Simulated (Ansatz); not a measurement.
# C₂H₆BO₂ radical: small, medium and large basis sets

An exercise on one series of results from a longer session: the logs are not shown, and one member is left open.

Program: Ansatz 0.2.0, Gaussian basis. Level of theory: one geometry, several basis sets. These are calculated values, not measurements.

Plan: PBE0-D4/def2-SVP; ωB97M-V/def2-SVP; PBE0-D4/def2-QZVPP; ωB97M-V/def2-QZVPP; the functionals' def2-TZVPP values are taken from earlier runs.

**The geometry**

All runs share one geometry, relaxed beforehand with PBE0-D4 in a triple-zeta def2 set.

11 atoms, charge 0, spin multiplicity 2.

Atoms are counted from 1 here; the program's logs count them from 0.

Bond lengths: C1–O2 1.413 Å, C1–H6 1.092 Å, C1–H7 1.093 Å, C1–H8 1.092 Å, O2–B3 1.341 Å, B3–O4 1.341 Å, O4–C5 1.413 Å, C5–H9 1.092 Å, C5–H10 1.093 Å, C5–H11 1.092 Å. Angles: O2–C1–H6 108.9°, O2–C1–H7 111.5°, O2–C1–H8 108.9°, H6–C1–H7 109.3°, H6–C1–H8 108.9°, H7–C1–H8 109.3°, C1–O2–B3 122.4°, O2–B3–O4 121.0°, B3–O4–C5 122.4°, O4–C5–H9 108.9°, O4–C5–H10 111.5°, O4–C5–H11 108.9°, H9–C5–H10 109.3°, H9–C5–H11 108.9°, H10–C5–H11 109.3°.

Geometry (Å):

```xyz
11
charge 0, multiplicity 2
C    -0.6058    2.1146   -0.9774
O    -0.7161    0.7120   -0.8502
B     0.0253    0.0081    0.0177
O    -0.1044   -1.3230    0.1160
C     0.6606   -2.0940    1.0194
H    -0.3410    2.3558   -2.0087
H     0.1545    2.5190   -0.3046
H    -1.5715    2.5684   -0.7456
H     1.2412   -2.8269    0.4557
H     1.3387   -1.4684    1.6050
H    -0.0161   -2.6228    1.6935
```

Set-up of the first run:

in.yaml

```yaml
crystal:
  periodic: [false, false, false]
  atoms:
    - {symbol: C, position_ang: [-0.605809, 2.114640, -0.977420]}
    - {symbol: O, position_ang: [-0.716063, 0.712026, -0.850233]}
    - {symbol: B, position_ang: [0.025329, 0.008143, 0.017698]}
    - {symbol: O, position_ang: [-0.104362, -1.322993, 0.116012]}
    - {symbol: C, position_ang: [0.660563, -2.094005, 1.019391]}
    - {symbol: H, position_ang: [-0.341017, 2.355808, -2.008726]}
    - {symbol: H, position_ang: [0.154470, 2.518984, -0.304588]}
    - {symbol: H, position_ang: [-1.571452, 2.568376, -0.745603]}
    - {symbol: H, position_ang: [1.241187, -2.826891, 0.455684]}
    - {symbol: H, position_ang: [1.338741, -1.468383, 1.604964]}
    - {symbol: H, position_ang: [-0.016087, -2.622806, 1.693521]}
basis:
  gaussian: {orbitals: def2-SVP}
magnetization: {spin_polarized: true, initial_magnetization: 1}
hamiltonian: {xc: pbe0, dispersion: d4}
output: {orbitals: {seedname: orbitals}}
```

The run is started by

```sh
> ansatz run in.yaml --threads 4 --pin off --events-out ev --progress --plain --max-ram 10444MiB
```

Among the steps run: PBE0-D4 in def2-SVP; ωB97M-V in def2-SVP; PBE0-D4 in def2-QZVPP; ωB97M-V in def2-QZVPP.

One table of the session follows, with a row left open; its other results are not shown here.

```
functional       basis  HOMO (eV)
   PBE0-D4    def2-SVP      -5.43
   PBE0-D4  def2-TZVPP      -5.57
   PBE0-D4  def2-QZVPP      -5.60
   ωB97M-V    def2-SVP      -7.28
   ωB97M-V  def2-TZVPP          ?
   ωB97M-V  def2-QZVPP      -7.48
```

Q: Estimate the row for ωB97M-V, def2-TZVPP from the others.

As computed: HOMO (eV): -7.46. In the column «HOMO (eV)» it lies between ωB97M-V, def2-QZVPP (-7.48) and ωB97M-V, def2-SVP (-7.28).
